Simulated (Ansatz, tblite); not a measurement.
# Ta(NH)Cl3 (Cl₃HNTa): rung by rung

Aim: run the singlet of Ta(NH)Cl3 (Cl₃HNTa) at one geometry on many levels, and compare frontier levels, spin and run time.

The runs use Ansatz 0.2.0, Gaussian basis; as each input shows.

Plan: GFN1-xTB, GFN2-xTB, PBE-D4/def2-TZVP, r2SCAN-D4/def2-TZVP, ωB97M-V/def2-TZVP, BHLYP-D4/def2-TZVP, B3LYP-D4/def2-TZVP, HSE06-D4/def2-TZVP, CAM-B3LYP-D4/def2-TZVP, PBE-QIDH/def2-TZVP, B97M-V/def2-TZVP, LC-ωPBE(0.10)/def2-TZVP, LC-ωPBE(0.15)/def2-TZVP, LC-ωPBE(0.20)/def2-TZVP, LC-ωPBE(0.30)/def2-TZVP, PBE-D4/def2-SVP, PBE0-D4/def2-SVP, PBE0-D4/def2-TZVPD, PBE-D4/def2-TZVPD, r2SCAN-D4/def2-TZVPD, CCSD(T)/def2-TZVP, RPA/def2-TZVP.

**1. The relaxed structure**

The geometry is that of the singlet, from an earlier relaxation (PBE0-D4/def2-SVP).

6 atoms, charge 0, spin multiplicity 1.

Bond lengths: Ta1–N2 1.744 Å, Ta1–Cl4 2.302 Å, Ta1–Cl5 2.302 Å, Ta1–Cl6 2.302 Å, N2–H3 1.014 Å. Angles: N2–Ta1–Cl4 106.9°, N2–Ta1–Cl5 106.9°, N2–Ta1–Cl6 106.9°, Cl4–Ta1–Cl5 112.0°, Cl4–Ta1–Cl6 112.0°, Cl5–Ta1–Cl6 112.0°, Ta1–N2–H3 179.9°.

Formally the metal is d0. Ta takes a core potential in the def2 sets. No spin-orbit coupling is included.

PBE0-D4/def2-TZVP was run before; its log isn't repeated, and its numbers join the tables.

**2. GFN1-xTB**

Tight binding, by tblite at 300 K electronic temperature and without a spin-polarisation term:

```python
tblite.interface.Calculator('GFN1-xTB', numbers, positions, charge=0, uhf=0).singlepoint()
```

Energy -506.9625 eV, HOMO -12.38 eV, LUMO -8.91 eV; 0.005 s.

**3. GFN2-xTB**

Tight binding, by tblite at 300 K electronic temperature and without a spin-polarisation term:

```python
tblite.interface.Calculator('GFN2-xTB', numbers, positions, charge=0, uhf=0).singlepoint()
```

Energy -522.4997 eV, HOMO -11.54 eV, LUMO -8.32 eV; 0.004 s.

**4. PBE-D4/def2-TZVP**

start.molden holds the orbitals of an earlier run on this state, given as this run's starting guess.

in.yaml

```yaml
crystal:
  periodic: [false, false, false]
  atoms:
    - {symbol: Ta, position_ang: [-0.005511, -0.002710, -0.416608]}
    - {symbol: N, position_ang: [0.016680, 0.008426, 1.327339]}
    - {symbol: H, position_ang: [0.030773, 0.015183, 2.341066]}
    - {symbol: Cl, position_ang: [2.188544, -0.002104, -1.112090]}
    - {symbol: Cl, position_ang: [-1.119583, 1.898302, -1.082005]}
    - {symbol: Cl, position_ang: [-1.110904, -1.917098, -1.057711]}
basis:
  gaussian: {orbitals: def2-TZVP, initial_orbitals: start.molden}
hamiltonian: {xc: pbe, dispersion: d4}
scf: {omitted_lower_state_checks: [starts]}
output: {orbitals: {seedname: orbitals}}
```

The run is started by

```
> ansatz run in.yaml --threads 4 --pin off --events-out ev --progress --plain --max-ram 3916MiB
```

Further steps of the session: r2SCAN-D4/def2-TZVP; ωB97M-V/def2-TZVP; BHLYP-D4/def2-TZVP; B3LYP-D4/def2-TZVP; HSE06-D4/def2-TZVP; CAM-B3LYP-D4/def2-TZVP; PBE-QIDH/def2-TZVP; B97M-V/def2-TZVP; LC-ωPBE(0.10)/def2-TZVP; LC-ωPBE(0.15)/def2-TZVP; LC-ωPBE(0.20)/def2-TZVP; LC-ωPBE(0.30)/def2-TZVP; PBE-D4/def2-SVP; PBE0-D4/def2-SVP; PBE0-D4/def2-TZVPD; PBE-D4/def2-TZVPD; r2SCAN-D4/def2-TZVPD; CCSD(T)/def2-TZVP; RPA/def2-TZVP.

Before running them: what should the planned runs give, taken together? Wanted: gap in def2-TZVP, named functionals, smallest and largest; gap over the ω; correlation energy, CCSD(T)/def2-TZVP; binding an atom, CCSD(T)/def2-TZVP; PBE0 total energy, smallest basis above largest.

As calculated:

| quantity | value |
| --- | --- |
| gap in def2-TZVP, named functionals, smallest and largest | 4.15 eV (PBE-D4), 10.57 eV (ωB97M-V) |
| gap over the ω (1/bohr) | 7.00 eV at 0.1, 10.35 eV at 0.3 |
| correlation energy, CCSD(T)/def2-TZVP | -32.59 eV |
| binding an atom, CCSD(T)/def2-TZVP | 4.004 eV |
| PBE0 total energy, smallest basis above largest | 15.06 eV (def2-SVP, def2-TZVPD) |

What this shows: Orbital gaps of the named functionals in def2-TZVP span 4.15 eV (PBE-D4) to 10.57 eV (ωB97M-V); exact exchange widens it. Raising the ω (1/bohr) from 0.1 to 0.3 moves the HOMO by -2.03 eV and the LUMO by +1.32 eV. The functionals in def2-TZVP miss CCSD(T)/def2-TZVP by -0.159 (BHLYP-D4) to +0.291 eV (PBE-D4) an atom. CCSD(T)/def2-TZVP isn't at the basis-set limit; small misses against it rank nothing.
